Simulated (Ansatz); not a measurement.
# BClFH5N2: the cost of one run

All numbers below are computed with Ansatz 0.2.0 (RKS B3LYP-D4/def2-SVP).

## 1. The system as given

Bond lengths: B1–Cl2 2.210 Å, B1–N3 1.550 Å, N3–H4 1.060 Å, N3–H5 1.060 Å, B1–N6 1.550 Å, N6–H7 1.060 Å, N6–H8 1.060 Å, B1–F9 1.620 Å, Cl2–H10 1.365 Å. Angles: B1–Cl2–H10 61.1°, Cl2–B1–N3 120.0°, Cl2–B1–N6 120.0°, Cl2–B1–F9 71.6°, N3–B1–N6 120.0°, N3–B1–F9 105.4°, N6–B1–F9 92.8°, B1–N3–H4 120.0°, B1–N3–H5 120.0°, H4–N3–H5 120.0°, B1–N6–H7 120.0°, B1–N6–H8 120.0°, H7–N6–H8 120.0°.

Structure file:

```xyz
10

B     0.0000    0.0000    0.0000
Cl    0.0000    0.0000    2.2100
N     1.3423    0.0000   -0.7750
H     1.8089   -0.9179   -1.0268
H     1.7937    0.9179   -1.0532
N    -1.3423    0.0000   -0.7750
H    -2.0112   -0.8164   -0.6764
H    -1.5914    0.8164   -1.4036
F    -0.2026    1.5239    0.5108
H    -0.1574    1.1840    1.5499
```

## 2. Pulling towards end A

Springs on the bonds that form and break draw the guess towards this end; the thresholds are loose.

input.yaml reads:

```yaml
crystal:
  periodic: [false, false, false]
  atoms:
    - { symbol: B, position_ang: [0.0, 0.0, 0.0] }
    - { symbol: Cl, position_ang: [0.0, 0.0, 2.21] }
    - { symbol: "N", position_ang: [1.3423, 0.0, -0.775] }
    - { symbol: H, position_ang: [1.8089, -0.9179, -1.0268] }
    - { symbol: H, position_ang: [1.7937, 0.9179, -1.0532] }
    - { symbol: "N", position_ang: [-1.3423, 0.0, -0.775] }
    - { symbol: H, position_ang: [-2.0112, -0.8164, -0.6764] }
    - { symbol: H, position_ang: [-1.5914, 0.8164, -1.4036] }
    - { symbol: F, position_ang: [-0.2026, 1.5239, 0.5108] }
    - { symbol: H, position_ang: [-0.1574, 1.184, 1.5499] }
basis:
  gaussian: { orbitals: def2-SVP }
hamiltonian:
  xc: b3lyp
  dispersion: d4
relax:
  f_tol: 0.15
  max_steps: 25
  restrain:
    - { distance: [0, 8], at: 2.52, k: 30.0 }
    - { distance: [9, 1], at: 2.57, k: 30.0 }
    - { distance: [0, 1], at: 1.86, k: 30.0 }
    - { distance: [9, 8], at: 0.92, k: 30.0 }
```

Command:

```
$ ansatz run input.yaml --threads 2 --pin off --max-ram 3072MiB --backend cpu --events-out ev --progress --plain --runs-dir out
```

What time and memory should one allow on 2 threads of Arm Neoverse V1, shared host?

About 37 s, with a peak of 0.19 GiB.
